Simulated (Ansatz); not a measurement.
# UMP2/aug-cc-pVDZ run of SiH2O2F (SMILES O[Si](O)F)

What is the energy change on altering one bond length of SiH2O2F at UMP2/aug-cc-pVDZ? 

Program for the calculation: Ansatz 0.2.0.

38 further runs of the same task are left out: 38 set aside as unsound or not needed. Runs told in other sessions of the task aren't counted.

## (1) The molecule

SiH2O2F has 6 atoms, charge 0, and is taken as a doublet. As SMILES, `O[Si](O)F`. The shape is that of a PBE0-D4/def2-TZVP optimisation. This is one conformer, not always the lowest.

Bond lengths: O1–Si2 1.630 Å, Si2–O3 1.639 Å, Si2–F4 1.594 Å, O1–H5 0.959 Å, O3–H6 0.959 Å. Angles: O1–Si2–O3 107.8°, O1–Si2–F4 105.4°, O3–Si2–F4 111.3°, Si2–O1–H5 117.1°, Si2–O3–H6 117.8°.

## (2) A single-point energy at UMP2/aug-cc-pVDZ

File molecule.yaml:

```yaml
crystal:
  periodic: [false, false, false]
  atoms:
    - symbol: O
      position_ang: [-0.887300, 1.032000, -0.626300]
    - symbol: Si
      position_ang: [0.382900, 0.026200, -0.446500]
    - symbol: O
      position_ang: [0.346300, -0.560700, 1.083400]
    - symbol: F
      position_ang: [0.159400, -1.133900, -1.516300]
    - symbol: H
      position_ang: [-1.051600, 1.658800, 0.081100]
    - symbol: H
      position_ang: [1.092300, -1.086600, 1.378500]
basis:
  gaussian:
    orbitals: aug-cc-pVDZ
magnetization:
  spin_polarized: true
  initial_magnetization: 1
correlation:
  method: mp2
  frozen_orbitals: {F: 1, H: 0, O: 1, Si: 5}
accuracy: high
```

Run with:

```console
$ ansatz run molecule.yaml --threads 1 --pin off --max-ram 3480MiB --events-out events.jsonl --progress --plain --runs-dir runs
```

Standard output:

```text
Warning: RAYON_NUM_THREADS=1 ignored (pool sized by the plan → 1); use --threads N
Functional definition: HF
  name "HF"
  exchange = exact_x
  correlation = 0
2267 factors; integrals over basis functions are off by at most 3.4e-9 eV
mean field evaluation 1: about -14673.0486 eV, gradient 3.6e1 eV
mean field evaluation 2: about -14673.0771 eV, gradient 3.6e1 eV
mean field evaluation 4: about -14678.0923 eV, gradient 2.6e0 eV
mean field evaluation 8: about -14678.1944 eV, gradient 2.0e-1 eV
mean field -14678.19515546 eV, -539.4137227251 hartree, gradient 4.4e-8 eV, S^2 0.753183; 0 other end points of the search recorded, 0 dependent functions left out
8 core orbitals not correlated: weight in the atoms' cores, before any rotation towards them, 1.000 or more for the frozen orbitals, at most 0.000 for the correlated occupied ones
reference -14678.19515546 eV, -539.4137227251 hartree; 13, 12 occupied and 93, 94 virtual orbitals, 2267 factors
second order -18.67490697 eV of doubles, -0.00000000 eV of singles
Total energy: -14696.87006243 eV, -540.1000128979 hartree
```

It took 12 s on 1 thread of Arm Neoverse N1, shared host; peak memory 0.41 GiB.

## (3) The distorted shape, same level

File job.yaml:

```yaml
crystal:
  periodic: [false, false, false]
  atoms:
    - {symbol: O, position_ang: [-0.708496, 1.960100, 0.229558]}
    - {symbol: Si, position_ang: [0.561704, 0.954300, 0.409358]}
    - {symbol: O, position_ang: [0.525104, 0.367400, 1.939258]}
    - {symbol: F, position_ang: [0.159400, -1.133900, -1.516300]}
    - {symbol: H, position_ang: [-0.872796, 2.586900, 0.936958]}
    - {symbol: H, position_ang: [1.271104, -0.158500, 2.234358]}
basis:
  gaussian:
    orbitals: aug-cc-pVDZ
magnetization:
  spin_polarized: true
  initial_magnetization: 1
correlation:
  method: mp2
  frozen_orbitals: {F: 1, H: 0, O: 1, Si: 5}
accuracy: high
```

Run with:

```console
$ ansatz run job.yaml --threads 1 --pin off --max-ram 3480MiB --events-out events.jsonl --progress --plain --runs-dir runs
```

Standard output, shortened:

```text
Warning: RAYON_NUM_THREADS=1 ignored (pool sized by the plan → 1); use --threads N
[... 2 set-up lines as earlier in the session ...]
[...]
2251 factors; integrals over basis functions are off by at most 3.3e-9 eV
[...]
mean field -14674.60355668 eV, -539.2817339046 hartree, gradient 5.2e-8 eV, S^2 0.939312; 7 other end points of the search recorded, 0 dependent functions left out
8 core orbitals not correlated: weight in the atoms' cores, before any rotation towards them, 1.000 or more for the frozen orbitals, at most 0.000 for the correlated occupied ones
reference -14674.60355668 eV, -539.2817339046 hartree; 13, 12 occupied and 93, 94 virtual orbitals, 2251 factors
second order -17.63701406 eV of doubles, -0.00000000 eV of singles
Total energy: -14692.24057074 eV, -539.9298822164 hartree
```

Wall time 35 s (1 thread of Arm Neoverse N1, shared host); peak memory 0.52 GiB.

## (4) Summary of results

Level: UMP2/aug-cc-pVDZ, 8 core orbitals frozen.

| quantity | value |
| --- | --- |
| first shape: total energy | -540.10001 Eh |
| first shape: correlation energy (8 core orbitals frozen) | -686.3 mEh |
| first shape: ⟨S²⟩ of the reference determinant | 0.753 |
| distorted shape: total energy | -539.92988 Eh |
| distorted shape: correlation energy (8 core orbitals frozen) | -648.1 mEh |
| distorted shape: ⟨S²⟩ of the reference determinant | 0.939 |
| energy change with the Si2–F4 bond stretched from 1.594 to 2.869 Å | 4.629 eV |

In words: With the Si2–F4 bond stretched from 1.594 to 2.869 Å the energy rises by 4.63 eV (447 kJ/mol). The first shape isn't relaxed at this level, so the change isn't measured from a minimum. ⟨S²⟩ (distorted shape) is 0.94 where a pure doublet has 0.75: the reference is spin-contaminated.
